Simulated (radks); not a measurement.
# Ionisation of Ni³⁺: one atom, several choices of functional

The task here is to estimate one member of a computed series from the others.

Program: radks (a radial shooting solver on a logarithmic mesh, Libxc functionals) version 1. Level of theory: scalar-relativistic Kohn-Sham, spin-polarised, spherical densities, point nucleus; open shells are filled with parallel spins first. These are calculated values, not measurements, unless marked.

4 further runs of the same task are left out: 4 set aside as unsound or not needed.

**The system**

| Item | Value |
| --- | --- |
| element | nickel (Z = 28) |
| charge | +3 |
| electrons | 25 |
| configuration | [Ar] 3d7 |
| ion | Ni⁴⁺, [Ar] 3d6 |
| choices | AM05; LDA (Slater exchange, Perdew-Wang correlation); PW91 |

The outer shells:

Ni³⁺
```
[Ar] core
3d [↑↓][↑↓][↑ ][↑ ][↑ ]
```

Ni⁴⁺
```
[Ar] core
3d [↑↓][↑ ][↑ ][↑ ][↑ ]
```

The first run:

Input:

```text
Z 28
configuration [Ar] 3d7
relativity scalar-relativistic
functional am05,am05
spin polarised
nucleus point
c 137.035999084
```

Steps of the session up to this table: AM05: Ni³⁺.

One of the session's tables, all rows but one given; the rest of the session is left out.

It belongs to the step «AM05: Ni³⁺». Sizes of the orbitals, from the radial functions (bohr):

| level | <r> | outermost maximum (interpolated) | 90 % within | nodes |
| --- | --- | --- | --- | --- |
| 2p up | 0.2157 | 0.165 | 0.353 | 0 |
| 2p down | 0.2153 | 0.165 | 0.352 | 0 |
| 3s up | 0.7358 | 0.639 | 1.10 | 2 |
| 3s down | 0.7380 | 0.639 | 1.10 | 2 |
| 3p up | 0.7685 | 0.645 | 1.18 | 1 |
| 3p down | ? | ? | ? | ? |
| 3d up | 0.8860 | 0.616 | 1.49 | 0 |
| 3d down | 0.9070 | 0.622 | 1.54 | 0 |

Q: Estimate the row for 3p down from the others.

As computed: <r>: 0.7723; outermost maximum (interpolated): 0.646; 90 % within: 1.19; nodes: 1. In the column «<r>» it lies between 3p up (0.7685) and 3d up (0.8860).

Caveats from the session: Open shells are spherical and high-spin; term and fine-structure splittings are not resolved.
